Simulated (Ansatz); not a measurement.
# Ir (hcp type): how the settings move a single-point run

Aim: see which settings change the result for Ir (hcp type), by how much, and at what cost.

Program: Ansatz 0.2.0. Level of theory: reference: DFT, PBEsol, PAW with Ansatz's default frozen-core files, scalar-relativistic. These are calculated values, not measurements.

2 further runs of the same task are left out: 2 that didn't finish. Runs told in other sessions of the task aren't counted.

**1. Starting point**

It takes space group C2/m (No. 12, monoclinic). Conventional cell: a = 4.754 Å, b = 2.745 Å, c = 4.447 Å, α = 90.00°, β = 90.00°, γ = 90.00°. Ir (site symmetry m) is surrounded by 3 Ir at 2.24 to 2.52 Å.

Coordinates:

```
CELL_PARAMETERS angstrom
2.74486 0.00000 0.00000
-1.37243 2.37712 0.00000
0.00000 0.00000 4.44668
ATOMIC_POSITIONS crystal
Ir 0.27333 0.63667 0.20500
Ir 0.72667 0.36333 0.79500
```

**2. Reference**

The input, input.yaml:

```yaml
crystal:
  lattice:
    - [2.7448628762, 0.0, 0.0]
    - [-1.3724314381, 2.3771209807, 0.0]
    - [0.0, 0.0, 4.4466778595]
  atoms:
    - { symbol: Ir, position: [0.2733333333, 0.6366666667, 0.205] }
    - { symbol: Ir, position: [0.7266666667, 0.3633333333, 0.795] }
kpoints:
  mp_grid: { grid: [13, 13, 7] }
scf:
  occupations: { method: fermi_dirac, width: 0.05 }
hamiltonian:
  xc: pbesol
  pseudopotentials: { kind: paw }
output:
  forces: true
  stress: true
  eigenvalues: true
  populations: true
```

Command:

```
ansatz run input.yaml --threads 1 --pin off --max-ram 2048MiB --backend cpu --events-out ev --progress --plain --runs-dir out
```

**3. Changed: mp_grid.grid [16, 16, 9], scf.algorithm density_mixing**

input.yaml: that of step 2 with these lines changed.

```diff
@@ -9,5 +9,6 @@
 kpoints:
-  mp_grid: { grid: [13, 13, 7] }
+  mp_grid: { grid: [16, 16, 9] }
 scf:
   occupations: { method: fermi_dirac, width: 0.05 }
+  algorithm: density_mixing
 hamiltonian:
```

What does the calculation give? Wanted: for each run, ending; energy change; pressure; gap; force.

**Answer**, as computed:

| run | ending | energy change | pressure (GPa) | gap (eV) | force (eV/Å) | cycles | time |
| --- | --- | --- | --- | --- | --- | --- | --- |
| reference | converged | 0 | 28.4 | 0.00 | 8.39 | 6 | 3.4 s |
| 1: mp_grid.grid [16, 16, 9], scf.algorithm density_mixing | converged | +3.1 meV/atom | 28.5 | 0.00 | 8.41 | 7 | 8.1 s |

Residual by cycle in the longest SCF loop of each run; runs are numbered as in the table. The quantity is the density residual dr2, in eV.

| cycle | reference | run 1 |
| --- | --- | --- |
| 1 | 0.0209 | 0.0205 |
| 2 | 0.0075 | 0.00734 |
| 3 | 4.7e-5 | 4.7e-5 |
| 4 | 7.7e-6 | 5.0e-6 |
| 5 | 3.2e-6 | 5.0e-7 |
| 6 | 2.0e-8 | 3.5e-7 |
| 7 | - | 5.3e-8 |

Changing the k-point mesh and solver moves the energy by +3.1 meV/atom. Sampling errors of the energy have no fixed sign. The other settings changed steer the path, not the converged energy, so the shift is the mesh's. Cost: 7 SCF cycles against 6, 8.1 s against 3.4 s. The structure is not at rest: the sound run finds 28 GPa, so these are no properties of the relaxed crystal. 
